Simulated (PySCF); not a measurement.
# A gas-phase reaction: CuH2N + CH4O → CH3CuO + H3N

What reaction energy should one expect for `[NH2][Cu]` + `CO` → `C[O][Cu]` + `N`?

Computed with PySCF 2.14.0; each step states its level. No surroundings beyond the atoms listed, unless a continuum is named. Atoms count from 0, parts from 1.

### 1 Starting point

Each species was relaxed by itself at PBE0-D3(BJ)/def2-SVPD.

### 2 Reaction energy: wB97M-D3(BJ)/def2-TZVPD

What the job is given:

```
{"job": {"kind": "react", "xc": "wB97M-D3(BJ)", "basis": "def2-TZVPD"}, "charge": 0, "multiplicity": 1}
-1 CuH2N charge 0 multiplicity 1
N     -0.093880     0.385170     0.055380
Cu    -0.752110    -1.266220     0.437110
H      0.875500     0.440520     0.374450
H     -0.043760     0.498110    -0.959200

-1 CH4O charge 0 multiplicity 1
C     -0.340410    -0.028310    -0.043010
O      1.006400    -0.125630    -0.431520
H     -0.944700    -0.442110    -0.860640
H     -0.656980     1.016900     0.119740
H     -0.558150    -0.609840     0.869980
H      1.567850     0.226680     0.262320

+1 CH3CuO charge 0 multiplicity 1
C      0.193340    -0.359330    -0.150520
O      0.337810     0.931200     0.338230
Cu    -1.065520     1.875760     0.926310
H      1.185560    -0.733780    -0.469940
H     -0.188820    -1.079970     0.600600
H     -0.469680    -0.429880    -1.036530

+1 H3N charge 0 multiplicity 1
N      0.008120     0.004370     0.284500
H      0.847880    -0.418740    -0.099740
H     -0.058410     0.941190    -0.102560
H     -0.782800    -0.523440    -0.072910
```

With the program's defaults for keys left out, this is: wB97M-D3(BJ)/def2-TZVPD reaction energy of separated species, gas phase.

Command:

```sh
$ OMP_NUM_THREADS=1 python cluster_run.py task.json out
```

One launch serves the whole session: the jobs run in the order shown.

The program printed:

```text
species 1 (CuH2N)
coarse grid: 17504 points
cycle   1  E = -1696.0773559946  dE = -3.885e-02  |g| = 2.300e+00  |ddm| = 1.568e+00
cycle   2  E = -1695.1517375598  dE =  9.256e-01  |g| = 4.155e+00  |ddm| = 1.915e+00
cycle   3  E = -1696.5171016060  dE = -1.365e+00  |g| = 2.051e-01  |ddm| = 1.173e+00
cycle   4  E = -1696.5218070399  dE = -4.705e-03  |g| = 4.602e-02  |ddm| = 1.338e-01
cycle   5  E = -1696.5220721981  dE = -2.652e-04  |g| = 2.235e-02  |ddm| = 3.916e-02
cycle   6  E = -1696.5222120399  dE = -1.398e-04  |g| = 4.792e-03  |ddm| = 2.300e-02
cycle   7  E = -1696.5222456309  dE = -3.359e-05  |g| = 2.469e-03  |ddm| = 2.027e-02
cycle   8  E = -1696.5222508178  dE = -5.187e-06  |g| = 9.308e-04  |ddm| = 7.167e-03
final grid: 34776 points
cycle   9  E = -1696.5221934208  dE = -7.291e-07  |g| = 1.294e-03  |ddm| = 2.229e-03
cycle  10  E = -1696.5221932645  dE =  1.563e-07  |g| = 3.095e-03  |ddm| = 1.758e-03
cycle  11  E = -1696.5221939804  dE = -7.159e-07  |g| = 3.725e-04  |ddm| = 7.412e-04
cycle  12  E = -1696.5221942547  dE = -2.743e-07  |g| = 1.132e-04  |ddm| = 2.219e-03
cycle  13  E = -1696.5221942661  dE = -1.134e-08  |g| = 4.961e-05  |ddm| = 3.966e-04
cycle  14  E = -1696.5221942675  dE = -1.396e-09  |g| = 1.915e-05  |ddm| = 1.092e-04
cycle  15  E = -1696.5221942679  dE = -4.197e-10  |g| = 3.624e-06  |ddm| = 7.827e-05
converged SCF energy = -1696.5221942679

species 2 (CH4O)
coarse grid: 20248 points
cycle   1  E = -115.7313840441  dE =  7.122e-02  |g| = 5.636e-01  |ddm| = 1.531e+00
cycle   2  E = -115.7261849074  dE =  5.199e-03  |g| = 6.290e-01  |ddm| = 6.642e-01
cycle   3  E = -115.7900609665  dE = -6.388e-02  |g| = 2.852e-02  |ddm| = 2.811e-01
cycle   4  E = -115.7902191876  dE = -1.582e-04  |g| = 6.697e-03  |ddm| = 3.258e-02
cycle   5  E = -115.7902318014  dE = -1.261e-05  |g| = 1.490e-03  |ddm| = 1.020e-02
cycle   6  E = -115.7902324068  dE = -6.054e-07  |g| = 5.701e-04  |ddm| = 2.221e-03
final grid: 43904 points
cycle   7  E = -115.7902249588  dE = -7.083e-08  |g| = 4.594e-04  |ddm| = 2.081e-03
cycle   8  E = -115.7902249812  dE = -2.241e-08  |g| = 3.429e-04  |ddm| = 5.685e-04
cycle   9  E = -115.7902250067  dE = -2.546e-08  |g| = 1.647e-05  |ddm| = 2.010e-04
cycle  10  E = -115.7902250068  dE = -9.143e-11  |g| = 1.366e-05  |ddm| = 4.182e-05
converged SCF energy = -115.7902250068

species 3 (CH3CuO)
coarse grid: 25216 points
cycle   1  E = -1755.2211790974  dE =  1.629e-01  |g| = 2.345e+00  |ddm| = 2.112e+00
cycle   2  E = -1753.9013227445  dE =  1.320e+00  |g| = 4.392e+00  |ddm| = 2.689e+00
cycle   3  E = -1755.7114516505  dE = -1.810e+00  |g| = 2.991e-01  |ddm| = 2.004e+00
cycle   4  E = -1755.7115027168  dE = -5.107e-05  |g| = 2.791e-01  |ddm| = 3.379e-01
cycle   5  E = -1755.7236987987  dE = -1.220e-02  |g| = 2.202e-02  |ddm| = 1.509e-01
cycle   6  E = -1755.7238940215  dE = -1.952e-04  |g| = 1.076e-02  |ddm| = 3.959e-02
cycle   7  E = -1755.7239638515  dE = -6.983e-05  |g| = 4.315e-03  |ddm| = 2.477e-02
cycle   8  E = -1755.7239878190  dE = -2.397e-05  |g| = 1.925e-03  |ddm| = 2.000e-02
cycle   9  E = -1755.7239924375  dE = -4.619e-06  |g| = 8.955e-04  |ddm| = 8.417e-03
final grid: 51576 points
cycle  10  E = -1755.7239570805  dE = -6.816e-07  |g| = 1.278e-03  |ddm| = 3.087e-03
cycle  11  E = -1755.7239569521  dE =  1.284e-07  |g| = 3.029e-03  |ddm| = 1.950e-03
cycle  12  E = -1755.7239576381  dE = -6.860e-07  |g| = 3.877e-04  |ddm| = 7.842e-04
cycle  13  E = -1755.7239579171  dE = -2.790e-07  |g| = 2.249e-04  |ddm| = 2.202e-03
cycle  14  E = -1755.7239579631  dE = -4.594e-08  |g| = 5.174e-05  |ddm| = 1.059e-03
cycle  15  E = -1755.7239579642  dE = -1.152e-09  |g| = 1.833e-05  |ddm| = 1.135e-04
cycle  16  E = -1755.7239579645  dE = -2.765e-10  |g| = 5.058e-06  |ddm| = 6.324e-05
converged SCF energy = -1755.7239579645

species 4 (H3N)
coarse grid: 12536 points
cycle   1  E = -56.5694033161  dE = -1.294e-01  |g| = 3.024e-01  |ddm| = 1.089e+00
cycle   2  E = -56.5779574953  dE = -8.554e-03  |g| = 2.716e-01  |ddm| = 2.677e-01
cycle   3  E = -56.5918799243  dE = -1.392e-02  |g| = 2.125e-02  |ddm| = 1.115e-01
cycle   4  E = -56.5919855507  dE = -1.056e-04  |g| = 5.194e-03  |ddm| = 1.729e-02
cycle   5  E = -56.5919966906  dE = -1.114e-05  |g| = 7.323e-04  |ddm| = 8.724e-03
cycle   6  E = -56.5919971058  dE = -4.153e-07  |g| = 1.111e-04  |ddm| = 3.178e-03
final grid: 27112 points
cycle   7  E = -56.5919835017  dE = -1.501e-08  |g| = 6.517e-05  |ddm| = 6.188e-04
cycle   8  E = -56.5919835036  dE = -1.904e-09  |g| = 5.356e-05  |ddm| = 1.991e-04
cycle   9  E = -56.5919835042  dE = -6.754e-10  |g| = 1.179e-05  |ddm| = 4.453e-05
converged SCF energy = -56.5919835042

Reaction energy = -2.258 kcal/mol
```

It took 8.3 s on 1 thread of AMD EPYC 9B45, shared host; peak memory 0.57 GiB.

Species by species (with the dispersion term, which the log's SCF energies lack):

```csv
ν,species,energy (Eh),HOMO (eV)
-1,[NH2][Cu],-1696.52456,-8.41
-1,CO,-115.79380,-10.52
+1,C[O][Cu],-1755.72838,-8.66
+1,N,-56.59358,-10.26
```

### 3 Energies of the species: PBE0-D3(BJ)/def2-TZVPD

Same as in step 2 but for these lines:

```diff
@@ -1,2 +1,2 @@
-{"job": {"kind": "react", "xc": "wB97M-D3(BJ)", "basis": "def2-TZVPD"}, "charge": 0, "multiplicity": 1}
+{"job": {"kind": "react", "xc": "PBE0", "basis": "def2-TZVPD", "disp": "d3bj"}, "charge": 0, "multiplicity": 1}
 -1 CuH2N charge 0 multiplicity 1
```

Method: PBE0-D3(BJ)/def2-TZVPD reaction energy of separated species, gas phase.

The program printed:

```text
species 1 (CuH2N)
coarse grid: 17504 points
cycle   1  E = -1694.9024465418  dE =  8.387e-01  |g| = 3.699e+00  |ddm| = 1.898e+00
cycle   2  E = -1690.8694756191  dE =  4.033e+00  |g| = 7.123e+00  |ddm| = 3.995e+00
cycle   3  E = -1695.9626044701  dE = -5.093e+00  |g| = 1.286e+00  |ddm| = 3.342e+00
cycle   4  E = -1695.5733121448  dE =  3.893e-01  |g| = 1.427e+00  |ddm| = 1.717e+00
cycle   5  E = -1696.1656170878  dE = -5.923e-01  |g| = 9.068e-02  |ddm| = 1.359e+00
cycle   6  E = -1696.1682338767  dE = -2.617e-03  |g| = 2.791e-02  |ddm| = 1.512e-01
cycle   7  E = -1696.1683073360  dE = -7.346e-05  |g| = 1.136e-02  |ddm| = 1.766e-02
cycle   8  E = -1696.1683220104  dE = -1.467e-05  |g| = 1.395e-03  |ddm| = 6.541e-03
cycle   9  E = -1696.1683225523  dE = -5.419e-07  |g| = 5.282e-04  |ddm| = 1.612e-03
final grid: 34776 points
cycle  10  E = -1696.1683294821  dE =  1.359e-07  |g| = 1.382e-03  |ddm| = 1.052e-03
cycle  11  E = -1696.1683282934  dE =  1.189e-06  |g| = 4.006e-03  |ddm| = 1.987e-03
cycle  12  E = -1696.1683296506  dE = -1.357e-06  |g| = 2.379e-04  |ddm| = 1.328e-03
cycle  13  E = -1696.1683296625  dE = -1.187e-08  |g| = 2.019e-05  |ddm| = 1.823e-04
cycle  14  E = -1696.1683296626  dE = -1.173e-10  |g| = 1.006e-05  |ddm| = 2.157e-05
converged SCF energy = -1696.1683296626

species 2 (CH4O)
coarse grid: 4656 points
cycle   1  E = -115.5794811051  dE =  6.216e-02  |g| = 5.865e-01  |ddm| = 1.555e+00
cycle   2  E = -115.4915985189  dE =  8.788e-02  |g| = 9.144e-01  |ddm| = 8.413e-01
cycle   3  E = -115.6420475553  dE = -1.504e-01  |g| = 4.539e-02  |ddm| = 4.744e-01
cycle   4  E = -115.6423750374  dE = -3.275e-04  |g| = 1.801e-02  |ddm| = 3.328e-02
cycle   5  E = -115.6424444101  dE = -6.937e-05  |g| = 4.966e-03  |ddm| = 1.212e-02
cycle   6  E = -115.6424496892  dE = -5.279e-06  |g| = 3.241e-04  |ddm| = 3.591e-03
final grid: 43904 points
cycle   7  E = -115.6393354776  dE = -2.408e-05  |g| = 6.926e-03  |ddm| = 6.125e-02
cycle   8  E = -115.6393285841  dE =  6.893e-06  |g| = 9.298e-03  |ddm| = 7.576e-03
cycle   9  E = -115.6393442921  dE = -1.571e-05  |g| = 8.522e-04  |ddm| = 4.300e-03
cycle  10  E = -115.6393444284  dE = -1.363e-07  |g| = 1.515e-04  |ddm| = 5.566e-04
cycle  11  E = -115.6393444333  dE = -4.898e-09  |g| = 1.596e-05  |ddm| = 9.335e-05
cycle  12  E = -115.6393444334  dE = -4.329e-11  |g| = 2.263e-06  |ddm| = 1.556e-05
converged SCF energy = -115.6393444334

species 3 (CH3CuO)
coarse grid: 25216 points
cycle   1  E = -1753.7845775009  dE =  1.191e+00  |g| = 3.936e+00  |ddm| = 2.387e+00
cycle   2  E = -1746.4264361211  dE =  7.358e+00  |g| = 8.161e+00  |ddm| = 9.020e+00
cycle   3  E = -1754.7257208982  dE = -8.299e+00  |g| = 2.136e+00  |ddm| = 8.927e+00
cycle   4  E = -1754.4157022974  dE =  3.100e-01  |g| = 1.965e+00  |ddm| = 2.417e+00
cycle   5  E = -1755.2887085844  dE = -8.730e-01  |g| = 2.161e-01  |ddm| = 1.737e+00
cycle   6  E = -1755.2946679184  dE = -5.959e-03  |g| = 4.778e-02  |ddm| = 2.406e-01
cycle   7  E = -1755.2949982677  dE = -3.303e-04  |g| = 2.120e-02  |ddm| = 4.241e-02
cycle   8  E = -1755.2950944820  dE = -9.621e-05  |g| = 5.270e-03  |ddm| = 1.929e-02
cycle   9  E = -1755.2950988640  dE = -4.382e-06  |g| = 1.929e-03  |ddm| = 5.575e-03
final grid: 51576 points
cycle  10  E = -1755.2951365325  dE =  2.508e-06  |g| = 4.435e-03  |ddm| = 5.492e-03
cycle  11  E = -1755.2951205870  dE =  1.595e-05  |g| = 1.083e-02  |ddm| = 1.033e-02
cycle  12  E = -1755.2951400361  dE = -1.945e-05  |g| = 1.090e-03  |ddm| = 6.669e-03
cycle  13  E = -1755.2951401459  dE = -1.099e-07  |g| = 1.095e-04  |ddm| = 4.036e-04
cycle  14  E = -1755.2951401511  dE = -5.158e-09  |g| = 9.642e-05  |ddm| = 2.911e-04
cycle  15  E = -1755.2951401524  dE = -1.275e-09  |g| = 3.008e-05  |ddm| = 1.065e-04
cycle  16  E = -1755.2951401525  dE = -1.182e-10  |g| = 3.344e-06  |ddm| = 2.991e-05
converged SCF energy = -1755.2951401525

species 4 (H3N)
coarse grid: 2928 points
cycle   1  E = -56.4892113414  dE = -9.638e-02  |g| = 3.706e-01  |ddm| = 1.102e+00
cycle   2  E = -56.4627880116  dE =  2.642e-02  |g| = 5.179e-01  |ddm| = 4.443e-01
cycle   3  E = -56.5198839833  dE = -5.710e-02  |g| = 1.577e-02  |ddm| = 2.491e-01
cycle   4  E = -56.5199326240  dE = -4.864e-05  |g| = 3.352e-03  |ddm| = 8.663e-03
cycle   5  E = -56.5199347940  dE = -2.170e-06  |g| = 3.226e-04  |ddm| = 2.233e-03
final grid: 27112 points
cycle   6  E = -56.5150238087  dE = -1.181e-05  |g| = 5.564e-03  |ddm| = 1.633e-02
cycle   7  E = -56.5150184296  dE =  5.379e-06  |g| = 7.617e-03  |ddm| = 6.100e-03
cycle   8  E = -56.5150299850  dE = -1.156e-05  |g| = 1.288e-04  |ddm| = 3.426e-03
cycle   9  E = -56.5150299887  dE = -3.682e-09  |g| = 3.241e-05  |ddm| = 1.052e-04
cycle  10  E = -56.5150299890  dE = -2.750e-10  |g| = 3.582e-06  |ddm| = 2.352e-05
converged SCF energy = -56.5150299890

Reaction energy = -1.740 kcal/mol
```

Run time: 4.4 s. Hardware: 1 thread of AMD EPYC 9B45, shared host; peak memory 0.54 GiB.

Reaction energy at this level: -1.74 kcal/mol.

### 4 Reaction energy: MP2/def2-TZVPD

Same as in step 3 but for these lines:

```diff
@@ -1,2 +1,2 @@
-{"job": {"kind": "react", "xc": "PBE0", "basis": "def2-TZVPD", "disp": "d3bj"}, "charge": 0, "multiplicity": 1}
+{"job": {"kind": "react", "xc": "MP2", "basis": "def2-TZVPD"}, "charge": 0, "multiplicity": 1}
 -1 CuH2N charge 0 multiplicity 1
```

Method: MP2/def2-TZVPD reaction energy of separated species, gas phase.

The program printed:

```text
species 1 (CuH2N)
final grid: 34776 points
cycle   1  E = -1694.4346829250  dE = -3.763e-01  |g| = 1.012e+00  |ddm| = 1.370e+00
cycle   2  E = -1694.4053847922  dE =  2.930e-02  |g| = 1.296e+00  |ddm| = 7.327e-01
cycle   3  E = -1694.5322770479  dE = -1.269e-01  |g| = 6.602e-02  |ddm| = 3.309e-01
cycle   4  E = -1694.5333859522  dE = -1.109e-03  |g| = 3.280e-02  |ddm| = 6.520e-02
cycle   5  E = -1694.5337702453  dE = -3.843e-04  |g| = 1.389e-02  |ddm| = 4.343e-02
cycle   6  E = -1694.5338776031  dE = -1.074e-04  |g| = 4.463e-03  |ddm| = 2.828e-02
cycle   7  E = -1694.5338984148  dE = -2.081e-05  |g| = 1.574e-03  |ddm| = 1.260e-02
cycle   8  E = -1694.5339030892  dE = -4.674e-06  |g| = 7.764e-04  |ddm| = 5.547e-03
cycle   9  E = -1694.5339042569  dE = -1.168e-06  |g| = 2.883e-04  |ddm| = 3.274e-03
cycle  10  E = -1694.5339044339  dE = -1.771e-07  |g| = 1.043e-04  |ddm| = 1.554e-03
cycle  11  E = -1694.5339044460  dE = -1.208e-08  |g| = 2.673e-05  |ddm| = 3.709e-04
cycle  12  E = -1694.5339044468  dE = -7.803e-10  |g| = 8.194e-06  |ddm| = 7.704e-05
converged SCF energy = -1694.5339044468

species 2 (CH4O)
final grid: 43904 points
cycle   1  E = -115.0461721820  dE =  5.900e-02  |g| = 4.729e-01  |ddm| = 1.453e+00
cycle   2  E = -115.0808521888  dE = -3.468e-02  |g| = 2.725e-01  |ddm| = 4.369e-01
cycle   3  E = -115.0930372456  dE = -1.219e-02  |g| = 3.975e-02  |ddm| = 1.287e-01
cycle   4  E = -115.0934374786  dE = -4.002e-04  |g| = 8.732e-03  |ddm| = 3.512e-02
cycle   5  E = -115.0934622304  dE = -2.475e-05  |g| = 2.139e-03  |ddm| = 8.122e-03
cycle   6  E = -115.0934640238  dE = -1.793e-06  |g| = 6.164e-04  |ddm| = 3.401e-03
cycle   7  E = -115.0934642207  dE = -1.969e-07  |g| = 1.503e-04  |ddm| = 1.292e-03
cycle   8  E = -115.0934642357  dE = -1.501e-08  |g| = 2.631e-05  |ddm| = 2.702e-04
cycle   9  E = -115.0934642362  dE = -4.529e-10  |g| = 5.169e-06  |ddm| = 8.302e-05
converged SCF energy = -115.0934642362

species 3 (CH3CuO)
final grid: 51576 points
cycle   1  E = -1753.2595830383  dE = -1.645e-01  |g| = 1.146e+00  |ddm| = 2.021e+00
cycle   2  E = -1753.2548716128  dE =  4.711e-03  |g| = 1.351e+00  |ddm| = 1.006e+00
cycle   3  E = -1753.4170411638  dE = -1.622e-01  |g| = 1.100e-01  |ddm| = 4.090e-01
cycle   4  E = -1753.4188315726  dE = -1.790e-03  |g| = 5.361e-02  |ddm| = 8.208e-02
cycle   5  E = -1753.4194842012  dE = -6.526e-04  |g| = 1.624e-02  |ddm| = 5.587e-02
cycle   6  E = -1753.4195935794  dE = -1.094e-04  |g| = 6.705e-03  |ddm| = 3.095e-02
cycle   7  E = -1753.4196313819  dE = -3.780e-05  |g| = 2.818e-03  |ddm| = 1.985e-02
cycle   8  E = -1753.4196440027  dE = -1.262e-05  |g| = 1.276e-03  |ddm| = 1.128e-02
cycle   9  E = -1753.4196476365  dE = -3.634e-06  |g| = 4.675e-04  |ddm| = 6.957e-03
cycle  10  E = -1753.4196481301  dE = -4.936e-07  |g| = 1.301e-04  |ddm| = 2.939e-03
cycle  11  E = -1753.4196481554  dE = -2.520e-08  |g| = 6.439e-05  |ddm| = 5.313e-04
cycle  12  E = -1753.4196481584  dE = -3.089e-09  |g| = 1.696e-05  |ddm| = 1.885e-04
cycle  13  E = -1753.4196481586  dE = -2.051e-10  |g| = 6.016e-06  |ddm| = 4.496e-05
converged SCF energy = -1753.4196481586

species 4 (H3N)
final grid: 27112 points
cycle   1  E = -56.2058935967  dE = -1.621e-01  |g| = 2.298e-01  |ddm| = 1.073e+00
cycle   2  E = -56.2178839781  dE = -1.199e-02  |g| = 7.796e-02  |ddm| = 1.404e-01
cycle   3  E = -56.2190892556  dE = -1.205e-03  |g| = 2.444e-02  |ddm| = 4.021e-02
cycle   4  E = -56.2192485810  dE = -1.593e-04  |g| = 5.225e-03  |ddm| = 1.749e-02
cycle   5  E = -56.2192627124  dE = -1.413e-05  |g| = 1.112e-03  |ddm| = 7.204e-03
cycle   6  E = -56.2192639319  dE = -1.219e-06  |g| = 2.934e-04  |ddm| = 3.286e-03
cycle   7  E = -56.2192640265  dE = -9.467e-08  |g| = 4.961e-05  |ddm| = 9.839e-04
cycle   8  E = -56.2192640286  dE = -2.081e-09  |g| = 4.563e-06  |ddm| = 1.082e-04
cycle   9  E = -56.2192640286  dE = -1.366e-11  |g| = 5.841e-07  |ddm| = 2.273e-05
converged SCF energy = -56.2192640286

Reaction energy = -1.296 kcal/mol
```

It took 1.9 s on 1 thread of AMD EPYC 9B45, shared host; peak memory 0.41 GiB.

Reaction energy at this level: -1.30 kcal/mol.

### 5 Comparing the runs

Energies in kcal/mol, with wall time:

```csv
run,reaction,time
wB97M-D3(BJ)/def2-TZVPD,-2.26,8.3 s
PBE0-D3(BJ)/def2-TZVPD,-1.74,4.4 s
MP2/def2-TZVPD,-1.30,1.9 s
```

### 6 What came out

| quantity | value |
| --- | --- |
| reaction energy (wB97M-D3(BJ)/def2-TZVPD) | -2.26 kcal/mol |
| ΔH, ΔG at 298 K (xTB thermal terms) | -2.0, -1.2 kcal/mol |
| range of the reaction energy over the runs of this table | -2.26 to -1.30 kcal/mol |

What this shows: The reaction is exothermic by 2.0 kcal/mol in the gas phase; dispersion gives -0.05, and xTB itself gave -9.11 for the electronic energy (xTB energies and thermal terms come from the earlier relaxation of each species, not shown). No barrier was sought. The reaction energy runs from -2.26 (wB97M-D3(BJ)/def2-TZVPD) to -1.30 kcal/mol (MP2/def2-TZVPD).
